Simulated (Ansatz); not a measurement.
# NaRu12: the cost of one run

Method: DFT PBE+D3(BJ), plane waves, PAW, scalar-relativistic, no spin polarisation, in Ansatz 0.2.0.

### 1 The starting structure

The cell holds 13 atoms (NaRu12): a = 5.400 Å, b = 8.100 Å, c = 4.277 Å, α = 90.00°, β = 90.00°, γ = 120.00°.

Structure file:

```
CELL_PARAMETERS angstrom
5.40000 0.00000 0.00000
-4.05000 7.01481 0.00000
0.00000 0.00000 4.27680
ATOMIC_POSITIONS crystal
Ru 0.00000 0.00000 0.00000
Ru 0.16667 0.22222 0.50000
Ru 0.00000 0.33333 0.00000
Ru 0.16667 0.55556 0.50000
Ru 0.00000 0.66667 0.00000
Ru 0.16667 0.88889 0.50000
Ru 0.50000 0.00000 0.00000
Ru 0.66667 0.22222 0.50000
Ru 0.50000 0.33333 0.00000
Ru 0.66667 0.55556 0.50000
Ru 0.50000 0.66667 0.00000
Ru 0.66667 0.88889 0.50000
Na 0.82078 0.10685 0.76288
```

### 2 End point A

File input.yaml:

```yaml
crystal:
  lattice:
    - [5.4, 0.0, 0.0]
    - [-4.05, 7.014806, 0.0]
    - [0.0, 0.0, 4.2768]
  atoms:
    - { symbol: Ru, position: [0.0, 0.0, 0.0] }
    - { symbol: Ru, position: [0.1666667, 0.2222222, 0.5] }
    - { symbol: Ru, position: [0.0, 0.3333333, 0.0] }
    - { symbol: Ru, position: [0.1666667, 0.5555556, 0.5] }
    - { symbol: Ru, position: [0.0, 0.6666667, 0.0] }
    - { symbol: Ru, position: [0.1666667, 0.8888889, 0.5] }
    - { symbol: Ru, position: [0.5, 0.0, 0.0] }
    - { symbol: Ru, position: [0.6666667, 0.2222222, 0.5] }
    - { symbol: Ru, position: [0.5, 0.3333333, 0.0] }
    - { symbol: Ru, position: [0.6666667, 0.5555556, 0.5] }
    - { symbol: Ru, position: [0.5, 0.6666667, 0.0] }
    - { symbol: Ru, position: [0.6666667, 0.8888889, 0.5] }
    - { symbol: Na, position: [0.8207782, 0.10685, 0.76288] }
basis:
  ecutwfc: 420.0
kpoints:
  mp_grid: { grid: [4, 3, 4] }
hamiltonian:
  xc: pbe
  dispersion: d3bj
scf:
  occupations: { method: gaussian, width: 0.15 }
  lower_state_search: "off"
relax:
  f_tol: 0.03
  max_steps: 60
  adjacent_minimum: "off"
```

On the command line:

```bash
$ ansatz run input.yaml --threads 4 --pin off --max-ram 10240MiB --backend cpu --events-out ev --progress --plain --runs-dir out
```

What time and memory should one allow on 4 threads of Intel Xeon Platinum 8488C (Sapphire Rapids), shared host?

About 60 s, with a peak of 0.96 GiB.
